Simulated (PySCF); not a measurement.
# C6H12OSi: circular dichroism and optical rotation

Aim: compute the circular dichroism and optical rotation of C6H12OSi (`C[C@H]1C[C@H]([SiH3])[C@H]1C=O`).

Programs: PySCF 2.14.0, with routines of our own; each step states its level. All values are computed. Atoms count from 0.

## Step 1: The starting structure

20 atoms, charge 0, multiplicity 1; geometry from: GFN2-xTB.

## Step 2: Circular dichroism and optical rotation: TDDFT BHandHLYP/def2-SVPD

Job settings and geometry (Å):

```
{"job": {"kind": "ecd", "xc": "BHandHLYP", "basis": "def2-SVPD", "nstates": 8}, "charge": 0, "multiplicity": 1}
C      2.288745     0.427703    -0.445876
C      0.898727    -0.126275    -0.708607
C      0.428160    -1.223090     0.260175
C     -0.818558    -0.389899     0.617298
Si    -2.498106    -1.134342     0.147505
C     -0.307445     0.753454    -0.277869
C      0.049607     2.018222     0.435180
O     -0.134818     2.243238     1.599125
H      2.516305     1.253153    -1.117344
H      2.373469     0.779057     0.580467
H      3.029684    -0.353950    -0.604231
H      0.820770    -0.429839    -1.754967
H      0.227819    -2.185163    -0.208904
H      1.108036    -1.378212     1.096522
H     -0.819303    -0.078398     1.664207
H     -2.493379    -1.426260    -1.290318
H     -2.683120    -2.376807     0.897368
H     -3.556417    -0.170895     0.448264
H     -0.952039     1.029315    -1.117224
H      0.516716     2.779667    -0.223807
```

Method: TDDFT BHandHLYP/def2-SVPD circular dichroism and optical rotation, one conformer, gas phase.

Started as:

```
$ OMP_NUM_THREADS=1 python excited_run.py task.json out
```

One launch serves the whole session: the jobs run in the order shown.

Standard output:

```text
coarse grid: 16672 points
cycle   1  E = -599.8481880328  dE =  1.149e+00  |g| = 7.402e-01  |ddm| = 7.164e+00
cycle   2  E = -599.7215472411  dE =  1.266e-01  |g| = 1.146e+00  |ddm| = 2.695e+00
cycle   3  E = -599.9725598706  dE = -2.510e-01  |g| = 7.274e-02  |ddm| = 1.693e+00
cycle   4  E = -599.9735266279  dE = -9.668e-04  |g| = 5.009e-02  |ddm| = 2.430e-01
cycle   5  E = -599.9741647480  dE = -6.381e-04  |g| = 7.076e-03  |ddm| = 1.175e-01
cycle   6  E = -599.9741786505  dE = -1.390e-05  |g| = 3.045e-03  |ddm| = 2.445e-02
cycle   7  E = -599.9741813377  dE = -2.687e-06  |g| = 9.750e-04  |ddm| = 9.550e-03
final grid: 154848 points
cycle   8  E = -600.0421882671  dE = -2.701e-05  |g| = 2.917e-03  |ddm| = 1.327e-01
cycle   9  E = -600.0421882951  dE = -2.794e-08  |g| = 3.116e-03  |ddm| = 1.496e-02
cycle  10  E = -600.0421905066  dE = -2.212e-06  |g| = 5.427e-04  |ddm| = 6.433e-03
cycle  11  E = -600.0421905600  dE = -5.341e-08  |g| = 2.117e-04  |ddm| = 9.914e-04
cycle  12  E = -600.0421905689  dE = -8.866e-09  |g| = 4.532e-05  |ddm| = 4.655e-04
cycle  13  E = -600.0421905695  dE = -5.880e-10  |g| = 1.412e-05  |ddm| = 1.322e-04
converged SCF energy = -600.0421905695

Singlet excitations and rotatory strengths (1e-40 esu^2 cm^2)
state   eV       nm     f(len)   f(vel)    R(len)    R(vel)   main configurations
  1   4.5129   274.7  0.00011  0.00012    -5.277    -5.401   H->L 0.75, H-1->L 0.11
  2   7.2346   171.4  0.01681  0.01663    15.333    15.032   H-1->L 0.75, H->L 0.15
  3   7.6508   162.1  0.01710  0.01652    16.492    16.216   H->L+1 0.74
  4   7.8626   157.7  0.01667  0.01613   -19.372   -19.255   H-2->L 0.77
  5   7.9592   155.8  0.01769  0.01746   -12.657   -12.915   H-3->L 0.44, H-1->L+1 0.19
  6   8.0461   154.1  0.03494  0.03354    39.088    38.028   H-1->L+1 0.28, H-3->L 0.26, H->L+2 0.21
  7   8.2220   150.8  0.05113  0.05231    36.659    37.105   H->L+2 0.31, H-1->L+1 0.27, H->L+5 0.15
  8   8.3989   147.6  0.00353  0.00386    -0.446    -1.126   H->L+4 0.45, H->L+3 0.23

Specific rotation (deg / (dm g/mL))
    nm     length   length(OI)   velocity    alpha(len)  alpha(vel)
  633.0      53.40      53.71      54.00       96.553     96.679
  589.3      60.64      61.00      61.22       96.877     97.006
  546.0      68.88      69.30      69.39       97.281     97.414
  436.0      88.24      88.89      87.65       98.953     99.102
  405.0      84.35      85.09      82.71       99.713     99.870
  365.0      42.21      43.11      37.52      101.035    101.206
  355.0      14.83      15.77       8.73      101.448    101.623
```

Wall time 2.1 min (1 thread of Arm Neoverse V1, shared host); peak memory 1.1 GiB.

Orbitals, density, ELF and potential are computed afterwards from the orbital file.

Frontier orbitals at BHandHLYP/def2-SVPD, with the share of their density that lies nearest to each atom:

| orbital | energy (eV) | lies on |
| --- | --- | --- |
| HOMO | -8.89 | O7 40 %; H19 13 %; C5 11 % |
| LUMO | 0.41 | C6 36 %; O7 26 %; H19 11 % |

ELF in a plane through or near 7 of the atoms.

Ten even steps from '0' (0.00) to '9' (1.00):
```
0000000000000000000000000000
0000000000000000000000000000
0000000000000000000000000000
0000000012100100000000000000
0000000178853310000012100000
0000000399995410000699950000
0000000079972620001899993000
0000000002458953101899994000
0000024410026348554149951000
0000058863248678682661510000
0000047833853513682670420000
0000014631943733343016841000
0000027997447856200146751000
0000059998001399920012320000
0000039996000299960000000000
0000001430000189940000000000
0000000000000035300000000000
0000000000000000000000000000
0000000000000000000000000000
0000000000000000000000000000
```
The map spans 12.2 Å across and 10.0 Å up, centred on the molecule. Atoms in the plane (x, y in Å): C0 (-2.3, -0.6), C1 (-0.8, -0.6), Si4 (2.7, 0.0), C5 (-0.1, 0.7), H10 (-2.7, -1.6), H17 (3.3, 1.3), H19 (-1.6, 2.3).

On the surface of density 0.002 e/bohr³ the electrostatic potential runs, from the 1st to the 99th percentile, from -1.65 V near O7 to 1.06 V near H19.

## Step 3: What came out

```
                                                                                      quantity                                                          value
state of largest rotatory strength (velocity form) among 8 (step 2, TDDFT BHandHLYP/def2-SVPD)  8.05 eV, R = +38.0 (velocity), +39.1 (length) ·10⁻⁴⁰ esu² cm²
                             specific rotation at 633.0 nm (step 2, TDDFT BHandHLYP/def2-SVPD)                                 54.0 (velocity), 53.4 (length)
                                                         surface potential, 1st and 99th percentile                                             -1.65 V and 1.06 V
```

Rotations belong to one conformer.
